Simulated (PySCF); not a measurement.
# C₄H₇F₃OSi: runs on many settings

Which settings matter for C₄H₇F₃OSi (`FC(F)(F)[C@H]1CCO[SiH2]1`)?

Programs: PySCF 2.14.0, with density-fitted response routines of our own. Each step states its level of theory. These are calculated values for one molecule, in the gas phase or a continuum, unless marked as measured. Atoms count from 0, in the outputs and in this text.

## Step 1: The molecule as given

16 atoms, charge 0, multiplicity 1; geometry from: GFN2-xTB.

Bonds of the start (Å): F0–C1 1.35, C1–F2 1.34, C1–F3 1.35, C1–C4 1.49, C4–C5 1.53, C5–C6 1.53, C6–O7 1.41, O7–Si8 1.63, Si8–C4 1.92, C4–H9 1.09, C5–H10 1.09, C5–H11 1.09, C6–H12 1.09, C6–H13 1.09, Si8–H14 1.45, Si8–H15 1.46.

## Step 2: Indirect couplings: KT3/6-31++G**

Job settings and geometry (Å):

```
{"job": {"kind": "j", "xc": "KT3", "basis": "6-31++G**", "scf": {"level_shift": 0.3}, "grid": 1}, "charge": 0, "multiplicity": 1}
F      2.360126    -1.524883    -0.100883
C      1.858066    -0.321059     0.242692
F      1.791133    -0.326058     1.585695
F      2.807346     0.577516    -0.078906
C      0.547992    -0.015964    -0.409513
C     -0.532564    -1.027796    -0.021769
C     -1.877286    -0.325200    -0.216143
O     -1.756537     1.027081     0.174654
Si    -0.248319     1.643304     0.151584
H      0.725009    -0.031943    -1.487238
H     -0.416594    -1.280168     1.034284
H     -0.481728    -1.946165    -0.606630
H     -2.664182    -0.780264     0.389591
H     -2.180781    -0.354583    -1.267730
H      0.152653     2.045499     1.489641
H     -0.091933     2.649627    -0.890740
```

Method: KT3/6-31++G** indirect spin-spin coupling, non-relativistic, gas phase.

On the command line:

```sh
OMP_NUM_THREADS=1 python probes_run.py task.json out
```

One launch serves the whole session: the jobs run in the order shown.

The log of the run:

```text
final grid: 65520 points
cycle   1  E = -829.9388052840  dE =  1.392e+00  |g| = 1.269e+00  |ddm| = 4.578e+00
cycle   2  E = -829.8750077123  dE =  6.380e-02  |g| = 1.522e+00  |ddm| = 3.168e+00
cycle   3  E = -830.2245920338  dE = -3.496e-01  |g| = 3.885e-01  |ddm| = 9.412e-01
cycle   4  E = -830.2521571541  dE = -2.757e-02  |g| = 8.693e-02  |ddm| = 4.624e-01
cycle   5  E = -830.2537430411  dE = -1.586e-03  |g| = 1.452e-02  |ddm| = 1.770e-01
cycle   6  E = -830.2538057195  dE = -6.268e-05  |g| = 6.761e-03  |ddm| = 6.403e-02
cycle   7  E = -830.2538172669  dE = -1.155e-05  |g| = 1.601e-03  |ddm| = 2.437e-02
cycle   8  E = -830.2538183908  dE = -1.124e-06  |g| = 5.274e-04  |ddm| = 1.253e-02
cycle   9  E = -830.2538185637  dE = -1.729e-07  |g| = 2.080e-04  |ddm| = 6.065e-03
cycle  10  E = -830.2538185988  dE = -3.515e-08  |g| = 9.614e-05  |ddm| = 2.748e-03
cycle  11  E = -830.2538186069  dE = -8.067e-09  |g| = 5.202e-05  |ddm| = 1.375e-03
cycle  12  E = -830.2538186090  dE = -2.064e-09  |g| = 2.682e-05  |ddm| = 6.816e-04
cycle  13  E = -830.2538186095  dE = -5.366e-10  |g| = 1.266e-05  |ddm| = 3.362e-04
level shift removed, Fock matrix diagonalised once more
converged SCF energy = -830.2538186095

Indirect spin-spin couplings (Hz)
  i      j    bonds     total        FC       PSO       DSO        SD
  0 F    1 C    1   -264.730  -244.080   -28.001     1.598     5.753
  0 F    2 F    2     73.907    80.414   -48.711     0.132    42.071
  0 F    3 F    2     82.728    81.835   -41.931     0.055    42.768
  0 F    4 C    2     13.192    15.721    -3.705     0.178     0.997
  0 F    5 C    3     -0.669    -0.176    -0.660     0.176    -0.010
  0 F    7 O    4     -0.461    -0.250    -0.081     0.136    -0.266
  0 F    8 Si   3     -7.031    -5.648    -0.713     0.187    -0.857
  0 F    9 H    3      1.444     1.611    -0.248     0.477    -0.396
  0 F   10 H    4      0.328     0.157    -0.071     0.473    -0.231
  0 F   11 H    4      0.300     0.516    -0.999     0.936    -0.153
  0 F   12 H    5     -0.407    -0.157     0.560    -0.767    -0.042
  0 F   13 H    5     -0.353    -0.014     0.318    -0.587    -0.069
  0 F   14 H    4     -0.155     0.587     0.354    -1.085    -0.012
  0 F   15 H    4      1.766     2.308     0.487    -1.033     0.004
  1 C    2 F    1   -250.196  -229.436   -28.137     1.641     5.736
  1 C    3 F    1   -253.150  -233.861   -26.974     1.606     6.079
  1 C    8 Si   2     -0.507    -0.469    -0.022    -0.073     0.056
  1 C    9 H    2     -5.066    -5.219    -0.365     0.518         -
  1 C   10 H    3      4.125     3.933    -0.319     0.512         -
  1 C   11 H    3      0.306     0.229    -0.095     0.172         -
  1 C   12 H    4      0.668     0.687     0.153    -0.172         -
  1 C   13 H    4     -0.535    -0.551     0.147    -0.131         -
  1 C   14 H    3     -0.014    -0.110    -0.149     0.245         -
  1 C   15 H    3      0.766     0.822    -0.014    -0.042         -
  2 F    3 F    2     89.613    75.822   -30.059     0.135    43.715
  2 F    4 C    2     25.556    28.394    -3.601     0.215     0.548
  2 F    5 C    3      0.918     1.497    -0.712     0.187    -0.053
  2 F    6 C    4     -0.372    -0.244    -0.002    -0.091    -0.036
  2 F    7 O    4      0.213     0.055     0.051     0.048     0.059
  2 F    8 Si   3     -3.690    -3.961     0.363    -0.118     0.026
  2 F    9 H    3     20.351    21.988     0.097    -1.822     0.087
  2 F   10 H    4      0.711     0.732    -1.762     2.071    -0.330
  2 F   11 H    4     -0.274    -0.063     0.584    -0.601    -0.195
  2 F   13 H    5      0.661     1.158     0.593    -1.032    -0.058
  2 F   14 H    4      4.608     4.099    -0.925     1.415     0.019
  2 F   15 H    4      1.322     1.997     0.433    -1.023    -0.084
  3 F    4 C    2     27.408    31.581    -4.749     0.214     0.363
  3 F    5 C    3      6.260     5.801     0.180    -0.258     0.537
  3 F    6 C    4     -0.198    -0.092     0.111    -0.240     0.024
  3 F    7 O    4     -0.219    -0.222    -0.210     0.142     0.071
  3 F    8 Si   3     -1.116    -0.926    -0.057    -0.103    -0.030
  3 F    9 H    3     -0.773    -0.086    -0.737     0.563    -0.512
  3 F   10 H    4     -2.803    -1.668     0.137    -1.189    -0.082
  3 F   11 H    4     -0.866    -0.302     0.642    -1.164    -0.042
  3 F   12 H    5      3.172     3.564     0.735    -1.154     0.028
  3 F   13 H    5     -0.466    -0.168     0.515    -0.846     0.032
  3 F   14 H    4      0.514     0.371    -0.102     0.361    -0.117
  4 C    8 Si   1    -41.701   -41.543     1.068    -0.167    -1.059
  4 C    9 H    1    156.678   154.596     0.633     1.450         -
  4 C   10 H    2     -2.958    -3.146    -0.051     0.239         -
  4 C   11 H    2     -3.288    -3.395    -0.006     0.113         -
  4 C   12 H    3      6.140     6.231     0.219    -0.310         -
  4 C   13 H    3      0.857     0.741    -0.004     0.120         -
  4 C   14 H    2      2.927     3.152    -0.174    -0.050         -
  4 C   15 H    2      6.194     6.410    -0.224     0.007         -
  5 C    8 Si   2     -1.653    -1.841     0.189    -0.031     0.030
  5 C    9 H    2     -3.661    -3.742    -0.037     0.119         -
  5 C   10 H    1    155.419   153.810     0.436     1.172         -
  5 C   11 H    1    155.936   154.399     0.475     1.062         -
  5 C   12 H    2      0.242     0.268     0.008    -0.034         -
  5 C   13 H    2     -0.783    -0.732    -0.051     0.001         -
  5 C   14 H    3     -0.227    -0.116     0.025    -0.136         -
  5 C   15 H    3      0.583     0.801     0.130    -0.348         -
  6 C    8 Si   2      0.044    -0.444     0.479     0.018    -0.009
  6 C    9 H    3      0.009     0.019    -0.066     0.056         -
  6 C   10 H    2     -4.756    -4.710    -0.142     0.095         -
  6 C   11 H    2      1.489     1.404     0.073     0.013         -
  6 C   12 H    1    169.664   168.767    -0.130     1.027         -
  6 C   13 H    1    163.104   162.131    -0.097     1.070         -
  6 C   14 H    3      2.052     2.317     0.104    -0.369         -
  6 C   15 H    3      2.048     2.304     0.085    -0.341         -
  7 O    8 Si   1    -12.563    -7.534    -5.623     0.068     0.526
  7 O    9 H    3      0.127     0.090    -0.042     0.079         -
  7 O   10 H    3      0.005     0.086    -0.065    -0.015         -
  7 O   11 H    3     -3.338    -3.531    -0.024     0.218         -
  7 O   12 H    2     -8.305    -7.770    -0.542     0.007         -
  7 O   13 H    2     -4.433    -3.943    -0.500     0.010         -
  7 O   14 H    2     -9.298    -9.462     0.042     0.122         -
  7 O   15 H    2     -8.287    -8.459     0.022     0.150         -
  8 Si   9 H    2      4.868     4.593     0.386    -0.047    -0.064
  8 Si  10 H    3      0.050    -0.152     0.155    -0.014     0.061
  8 Si  11 H    3     -7.462    -7.648    -0.136     0.283     0.040
  8 Si  12 H    3     -8.516    -8.694    -0.129     0.360    -0.053
  8 Si  13 H    3      0.377     0.025     0.135     0.180     0.037
  8 Si  14 H    1   -224.453  -224.461     1.061    -0.435    -0.617
  8 Si  15 H    1   -211.466  -211.518     1.032    -0.401    -0.579
  9 H   10 H    3     13.492    14.101     1.534    -2.143         -
  9 H   11 H    3      8.568     8.177    -0.330     0.721         -
  9 H   12 H    4     -1.228    -0.742     1.109    -1.594         -
  9 H   13 H    4      0.231    -0.154    -0.569     0.954         -
  9 H   14 H    3      3.192     4.420     0.742    -1.970         -
  9 H   15 H    3      3.158     2.882    -0.461     0.737         -
 10 H   11 H    2    -17.664   -17.548     1.411    -1.527         -
 10 H   12 H    3      8.598     8.291    -0.292     0.600         -
 10 H   13 H    3     12.690    13.447     1.590    -2.347         -
 10 H   15 H    4     -1.238    -0.143     0.751    -1.846         -
 11 H   12 H    3      0.153     0.322     0.581    -0.749         -
 11 H   13 H    3      4.609     4.355    -0.114     0.369         -
 11 H   14 H    4     -1.497    -0.798     0.908    -1.606         -
 11 H   15 H    4     -0.912    -0.265     0.738    -1.385         -
 12 H   13 H    2    -13.264   -12.906     1.631    -1.989         -
 12 H   14 H    4     -0.927    -0.403     0.585    -1.108         -
 12 H   15 H    4     -0.449     0.436     0.995    -1.881         -
 13 H   14 H    4     -0.478     0.608     0.956    -2.041         -
 13 H   15 H    4     -0.413    -0.152     0.122    -0.383         -
 14 H   15 H    2     30.262    32.178     0.330    -2.246         -
```

It took 93 s on 1 thread, shared host.

This basis has no tight s functions, so the Fermi-contact terms are rough.

A choice of the couplings up to four bonds, sorted by the number of bonds, with means over like pairs; isotopes 13C, 19F, 1H, 17O, 29Si:

| pair | bonds | J (Hz) | Fermi contact (Hz) | dihedral (°) |
| --- | --- | --- | --- | --- |
| F0–C1 | 1 | -256.0 | -235.8 | – |
| Si8–H14 | 1 | -224.5 | -224.5 | – |
| Si8–H15 | 1 | -211.5 | -211.5 | – |
| C6–H12 | 1 | 169.7 | 168.8 | – |
| C6–H13 | 1 | 163.1 | 162.1 | – |
| C4–H9 | 1 | 156.7 | 154.6 | – |
| C5–H11 | 1 | 155.9 | 154.4 | – |
| C5–H10 | 1 | 155.4 | 153.8 | – |
| C4–Si8 | 1 | -41.7 | -41.5 | – |
| F0–F2 | 2 | 82.1 | 79.4 | – |
| H14–H15 | 2 | 30.3 | 32.2 | – |
| F0–C4 | 2 | 22.1 | 25.2 | – |
| H10–H11 | 2 | -17.7 | -17.5 | – |
| H12–H13 | 2 | -13.3 | -12.9 | – |
| O7–H14 | 2 | -9.3 | -9.5 | – |
| O7–H12 | 2 | -8.3 | -7.8 | – |
| O7–H15 | 2 | -8.3 | -8.5 | – |
| C4–H15 | 2 | 6.2 | 6.4 | – |
| H9–H10 | 3 | 13.5 | 14.1 | 158 |
| H10–H13 | 3 | 12.7 | 13.4 | -161 |
| H10–H12 | 3 | 8.6 | 8.3 | -40 |
| H9–H11 | 3 | 8.6 | 8.2 | 37 |
| Si8–H12 | 3 | -8.5 | -8.7 | 145 |
| Si8–H11 | 3 | -7.5 | -7.6 | 156 |
| F0–H9 | 3 | 7.0 | 7.8 | – |
| C4–H12 | 3 | 6.1 | 6.2 | -157 |
| H11–H13 | 3 | 4.6 | 4.4 | -42 |
| F0–H14 | 4 | 1.7 | 1.7 | – |
| H11–H14 | 4 | -1.5 | -0.8 | – |
| H10–H15 | 4 | -1.2 | -0.1 | – |
| H9–H12 | 4 | -1.2 | -0.7 | – |
| F0–H15 | 4 | 1.0 | 1.4 | – |

The spin-dipole term was solved for some atoms only; pairs without it lack that part.

The response was solved for the nuclei of F, H, Si alone, so couplings that need other nuclei can be missing.

Quadrupole couplings from the field gradients of the same density:

| atom | isotope | eQq/h (MHz) | η |
| --- | --- | --- | --- |
| O7 | 17O | -9.438 | 0.41 |

## Step 3: Spin-spin couplings: PBE0/IGLO-II

Settings changed since step 2:

```diff
@@ -1,2 +1,2 @@
-{"job": {"kind": "j", "xc": "KT3", "basis": "6-31++G**", "scf": {"level_shift": 0.3}, "grid": 1}, "charge": 0, "multiplicity": 1}
+{"job": {"kind": "j", "xc": "PBE0", "basis": "IGLO-II", "scf": {"conv": 1e-11}}, "charge": 0, "multiplicity": 1}
 F      2.360126    -1.524883    -0.100883
```

Method: PBE0/IGLO-II indirect spin-spin coupling, non-relativistic, gas phase.

The log of the run:

```text
final grid: 140384 points
cycle   1  E = -820.1993806522  dE =  1.456e+00  |g| = 1.115e+00  |ddm| = 3.147e+00
cycle   2  E = -819.9237272595  dE =  2.757e-01  |g| = 1.732e+00  |ddm| = 1.794e+00
cycle   3  E = -820.4011110705  dE = -4.774e-01  |g| = 1.315e-01  |ddm| = 1.287e+00
cycle   4  E = -820.4034776427  dE = -2.367e-03  |g| = 7.706e-02  |ddm| = 1.462e-01
cycle   5  E = -820.4045535710  dE = -1.076e-03  |g| = 1.155e-02  |ddm| = 5.643e-02
cycle   6  E = -820.4045702694  dE = -1.670e-05  |g| = 4.298e-03  |ddm| = 8.266e-03
cycle   7  E = -820.4045737645  dE = -3.495e-06  |g| = 6.058e-04  |ddm| = 3.143e-03
cycle   8  E = -820.4045738408  dE = -7.633e-08  |g| = 1.914e-04  |ddm| = 6.948e-04
cycle   9  E = -820.4045738480  dE = -7.165e-09  |g| = 5.793e-05  |ddm| = 1.954e-04
cycle  10  E = -820.4045738487  dE = -7.055e-10  |g| = 1.465e-05  |ddm| = 4.964e-05
cycle  11  E = -820.4045738487  dE = -2.819e-11  |g| = 9.241e-06  |ddm| = 1.502e-05
cycle  12  E = -820.4045738487  dE = -1.182e-11  |g| = 1.458e-06  |ddm| = 5.788e-06
cycle  13  E = -820.4045738487  dE = -1.592e-12  |g| = 7.539e-07  |ddm| = 1.442e-06
converged SCF energy = -820.4045738487

Indirect spin-spin couplings (Hz)
  i      j    bonds     total        FC       PSO       DSO        SD
  0 F    1 C    1   -361.081  -338.430   -32.318     1.505     8.162
  0 F    2 F    2     60.857    55.667   -39.658    -0.027    44.875
  0 F    3 F    2     71.851    57.495   -31.436    -0.102    45.893
  0 F    4 C    2     17.364    19.833    -3.827     0.157     1.201
  0 F    5 C    3     -0.635    -0.091    -0.695     0.168    -0.016
  0 F    6 C    4     -0.276    -0.281     0.243    -0.156    -0.082
  0 F    8 Si   3     -7.911    -6.366    -0.804     0.192    -0.933
  0 F    9 H    3      2.835     2.731     0.116     0.439    -0.451
  0 F   10 H    4      0.262    -0.030     0.103     0.448    -0.259
  0 F   11 H    4     -0.473    -0.160    -1.089     0.925    -0.150
  0 F   14 H    4      0.186     0.545     0.742    -1.106     0.005
  0 F   15 H    4      2.181     2.263     0.964    -1.049     0.004
  1 C    2 F    1   -349.137  -326.232   -32.546     1.544     8.098
  1 C    3 F    1   -346.349  -325.273   -31.087     1.511     8.500
  1 C    8 Si   2      0.890     0.904    -0.008    -0.075     0.068
  1 C    9 H    2     -8.748    -8.666    -0.624     0.541         -
  1 C   10 H    3      5.278     5.263    -0.506     0.521         -
  1 C   11 H    3      0.452     0.461    -0.191     0.181         -
  1 C   12 H    4      0.650     0.644     0.173    -0.167         -
  1 C   13 H    4     -0.466    -0.496     0.155    -0.125         -
  1 C   14 H    3      0.077     0.061    -0.234     0.249         -
  1 C   15 H    3      0.703     0.725     0.015    -0.037         -
  2 F    3 F    2     74.722    48.297   -19.940    -0.025    46.389
  2 F    4 C    2     33.054    35.992    -3.844     0.195     0.711
  2 F    5 C    3      1.014     1.668    -0.792     0.179    -0.041
  2 F    6 C    4     -0.334    -0.256     0.055    -0.095    -0.038
  2 F    7 O    4      0.197     0.090     0.002     0.053     0.052
  2 F    8 Si   3     -5.905    -6.286     0.474    -0.114     0.022
  2 F    9 H    3     20.970    21.967     0.793    -1.853     0.063
  2 F   10 H    4      0.911     1.155    -1.952     2.047    -0.339
  2 F   13 H    5      0.813     0.956     0.955    -1.040    -0.058
  2 F   14 H    4      2.935     2.834    -1.332     1.412     0.021
  2 F   15 H    4      1.723     1.807     1.045    -1.036    -0.093
  3 F    4 C    2     34.622    39.063    -5.102     0.195     0.466
  3 F    5 C    3      5.782     5.175     0.317    -0.267     0.557
  3 F    8 Si   3     -1.572    -1.400    -0.054    -0.100    -0.017
  3 F    9 H    3      0.144     0.558    -0.380     0.525    -0.559
  3 F   10 H    4     -2.483    -1.784     0.561    -1.217    -0.043
  3 F   11 H    4     -0.613    -0.484     1.075    -1.186    -0.018
  3 F   12 H    5      2.956     2.958     1.129    -1.164     0.032
  3 F   14 H    4      0.200     0.004    -0.015     0.346    -0.135
  3 F   15 H    4     -0.310    -0.177    -0.327     0.242    -0.048
  4 C    8 Si   1    -40.641   -40.657     1.554    -0.168    -1.370
  4 C    9 H    1    121.228   119.310     0.440     1.478         -
  4 C   10 H    2     -3.805    -3.876    -0.173     0.243         -
  4 C   11 H    2     -4.149    -4.179    -0.087     0.116         -
  4 C   12 H    3      6.454     6.474     0.285    -0.306         -
  4 C   13 H    3      1.146     1.086    -0.064     0.124         -
  4 C   14 H    2      4.860     4.974    -0.068    -0.047         -
  4 C   15 H    2      7.645     7.774    -0.140     0.011         -
  5 C    8 Si   2     -1.166    -1.397     0.225    -0.031     0.037
  5 C    9 H    2     -4.313    -4.316    -0.120     0.122         -
  5 C   10 H    1    120.713   119.199     0.308     1.206         -
  5 C   11 H    1    127.438   125.986     0.360     1.093         -
  5 C   12 H    2     -1.087    -1.015    -0.045    -0.027         -
  5 C   13 H    2     -1.875    -1.764    -0.118     0.007         -
  5 C   14 H    3     -0.232    -0.186     0.090    -0.136         -
  5 C   15 H    3      0.820     0.893     0.274    -0.348         -
  6 C    8 Si   2     -0.784    -1.319     0.523     0.019    -0.008
  6 C    9 H    3      0.087     0.148    -0.119     0.058         -
  6 C   10 H    2     -6.331    -6.190    -0.244     0.103         -
  6 C   11 H    2      0.646     0.628    -0.007     0.026         -
  6 C   12 H    1    138.822   138.117    -0.362     1.067         -
  6 C   13 H    1    132.724   131.918    -0.305     1.111         -
  6 C   14 H    3      2.263     2.371     0.264    -0.371         -
  6 C   15 H    3      1.902     2.015     0.230    -0.343         -
  7 O    8 Si   1    -27.636   -21.433    -6.939     0.065     0.670
  7 O    9 H    3      0.121     0.126    -0.090     0.084         -
  7 O   10 H    3     -0.077     0.030    -0.097    -0.010         -
  7 O   11 H    3     -3.732    -3.849    -0.105     0.222         -
  7 O   12 H    2     -8.756    -8.174    -0.589     0.007         -
  7 O   13 H    2     -4.885    -4.336    -0.563     0.014         -
  7 O   14 H    2    -10.017   -10.119    -0.019     0.122         -
  7 O   15 H    2     -8.927    -9.035    -0.042     0.150         -
  8 Si   9 H    2      5.532     5.326     0.321    -0.051    -0.064
  8 Si  10 H    3     -0.534    -0.718     0.136    -0.016     0.064
  8 Si  11 H    3     -8.694    -8.766    -0.248     0.280     0.040
  8 Si  12 H    3     -9.671    -9.678    -0.295     0.358    -0.055
  8 Si  13 H    3      0.402     0.139     0.046     0.178     0.039
  8 Si  14 H    1   -222.893  -223.486     1.385    -0.437    -0.354
  8 Si  15 H    1   -211.681  -212.269     1.297    -0.402    -0.306
  9 H   10 H    3     11.863    11.938     2.041    -2.116         -
  9 H   11 H    3      7.610     7.537    -0.667     0.740         -
  9 H   12 H    4     -0.688    -0.569     1.461    -1.580         -
  9 H   14 H    3      2.975     3.391     1.542    -1.958         -
  9 H   15 H    3      2.079     2.021    -0.684     0.743         -
 10 H   11 H    2    -13.312   -13.442     1.586    -1.455         -
 10 H   12 H    3      7.477     7.450    -0.591     0.618         -
 10 H   13 H    3     11.009    11.169     2.160    -2.319         -
 10 H   15 H    4     -0.468    -0.090     1.461    -1.838         -
 11 H   12 H    3      0.397     0.486     0.639    -0.728         -
 11 H   13 H    3      4.466     4.441    -0.361     0.386         -
 11 H   14 H    4     -0.626    -0.413     1.384    -1.597         -
 11 H   15 H    4     -0.159     0.055     1.164    -1.377         -
 12 H   13 H    2    -10.432   -10.379     1.866    -1.918         -
 12 H   14 H    4     -0.437    -0.235     0.898    -1.100         -
 13 H   15 H    4     -0.207    -0.062     0.232    -0.377         -
 14 H   15 H    2     24.002    24.694     1.541    -2.232         -
```

Run time: 2.4 min. Hardware: 1 thread, shared host.

This run: J(F0,C1) -352.2 Hz, J(Si8,H14) -222.9 Hz, J(Si8,H15) -211.7 Hz (means over like pairs).

(Part 1 of 2 ends here.)
